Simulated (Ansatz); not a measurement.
# C₂HF₃O₂: a ladder of functionals and wavefunction methods

The task here is to estimate one member of a computed series from the others.

The runs use Ansatz 0.2.0, Gaussian basis; functionals in def2-TZVPP, the program's frozen cores in correlated methods.

Levels to be run: LDA (SPW92), PBE-D4, revPBE-D4, BLYP-D4, r2SCAN-D4, B97M-V, PBE0-D4, B3LYP-D4, r2SCANh-D4, r2SCAN0-D4, HSE06-D4, BHLYP-D4, CAM-B3LYP-D4, LC-ωPBE, ωB97X-V, ωB97M-V, B2PLYP, PBE-QIDH; CCSD(T)/def2-SVP; CCSD(T)/def2-TZVPP; MP2/def2-QZVPP; extrapolation to the limit; RPA on PBE.

## The geometry

All runs share one geometry, relaxed beforehand with PBE0-D4 in a triple-zeta def2 set.

SMILES `O=COC(F)(F)F`, 8 atoms, charge 0, spin multiplicity 1.

Atoms are counted from 1 here; the program's logs count them from 0.

Bond lengths: O1–C2 1.183 Å, C2–O3 1.369 Å, C2–H8 1.097 Å, O3–C4 1.376 Å, C4–F5 1.321 Å, C4–F6 1.322 Å, C4–F7 1.322 Å. Angles: O1–C2–O3 126.1°, O1–C2–H8 126.7°, O3–C2–H8 107.2°, C2–O3–C4 119.2°, O3–C4–F5 106.5°, O3–C4–F6 111.8°, O3–C4–F7 111.8°, F5–C4–F6 108.8°, F5–C4–F7 108.8°, F6–C4–F7 109.0°.

As a file:

```mol
C2HF3O2
  3D, bonds by distance, orders not assigned

  8  7  0  0  0  0  0  0  0  0999 V2000
    0.8830   -0.9976    1.3115 O   0  0
    0.0007   -1.2488    0.5653 C   0  0
   -0.5381   -0.3986   -0.3618 O   0  0
   -0.0380    0.8783   -0.4712 C   0  0
   -0.7294    1.4714   -1.4278 F   0  0
   -0.1887    1.5619    0.6508 F   0  0
    1.2411    0.8772   -0.8071 F   0  0
   -0.5386   -2.2008    0.4845 H   0  0
  1  2  8  0
  2  3  8  0
  3  4  8  0
  4  5  8  0
  4  6  8  0
  4  7  8  0
  2  8  8  0
M  END
```

The first run:

The input, in.yaml:

```yaml
crystal:
  periodic: [false, false, false]
  atoms:
    - {symbol: O, position_ang: [0.883038, -0.997584, 1.311479]}
    - {symbol: C, position_ang: [0.000714, -1.248825, 0.565324]}
    - {symbol: O, position_ang: [-0.538096, -0.398617, -0.361841]}
    - {symbol: C, position_ang: [-0.037979, 0.878257, -0.471195]}
    - {symbol: F, position_ang: [-0.729375, 1.471363, -1.427821]}
    - {symbol: F, position_ang: [-0.188702, 1.561890, 0.650810]}
    - {symbol: F, position_ang: [1.241120, 0.877186, -0.807085]}
    - {symbol: H, position_ang: [-0.538620, -2.200771, 0.484530]}
basis:
  gaussian: {orbitals: def2-TZVPP}
hamiltonian: {xc: lda}
output: {orbitals: {seedname: orbitals}}
```

Steps of the session up to this table: LDA; PBE-D4 (GGA); revPBE-D4 (GGA); BLYP-D4 (GGA); r2SCAN-D4 (meta-GGA); B97M-V (meta-GGA); PBE0-D4 (hybrid); B3LYP-D4 (hybrid); r2SCANh-D4 (hybrid); r2SCAN0-D4 (hybrid); HSE06-D4 (hybrid); BHLYP-D4 (hybrid); CAM-B3LYP-D4 (range-separated); LC-ωPBE-D4 (range-separated; the results give it without D4); ωB97X-V (range-separated); ωB97M-V (range-separated); B2PLYP (double hybrid); PBE-QIDH (double hybrid).

One table of the session follows, with a row left open; its other results are not shown here.

It belongs to the step «Frontier levels by functional». 

| functional | HOMO (eV) | gap (eV) |
| --- | --- | --- |
| LDA (SPW92) | -7.76 | 5.28 |
| PBE-D4 | ? | ? |
| revPBE-D4 | -7.45 | 5.42 |
| BLYP-D4 | -7.47 | 5.41 |
| r2SCAN-D4 | -7.92 | 6.01 |
| B97M-V | -8.06 | 6.28 |
| PBE0-D4 | -9.29 | 8.30 |
| B3LYP-D4 | -9.05 | 7.73 |
| r2SCANh-D4 | -8.58 | 7.09 |
| r2SCAN0-D4 | -9.57 | 8.72 |
| HSE06-D4 | -8.88 | 7.49 |
| BHLYP-D4 | -11.03 | 11.25 |
| CAM-B3LYP-D4 | -10.83 | 11.02 |
| LC-ωPBE | -12.13 | 13.66 |
| ωB97X-V | -11.80 | 13.26 |
| ωB97M-V | -11.74 | 13.11 |

Estimate the missing values for PBE-D4.

The run gave: HOMO (eV): -7.54; gap (eV): 5.39. In the column «HOMO (eV)» it lies between LDA (SPW92) (-7.76) and BLYP-D4 (-7.47).
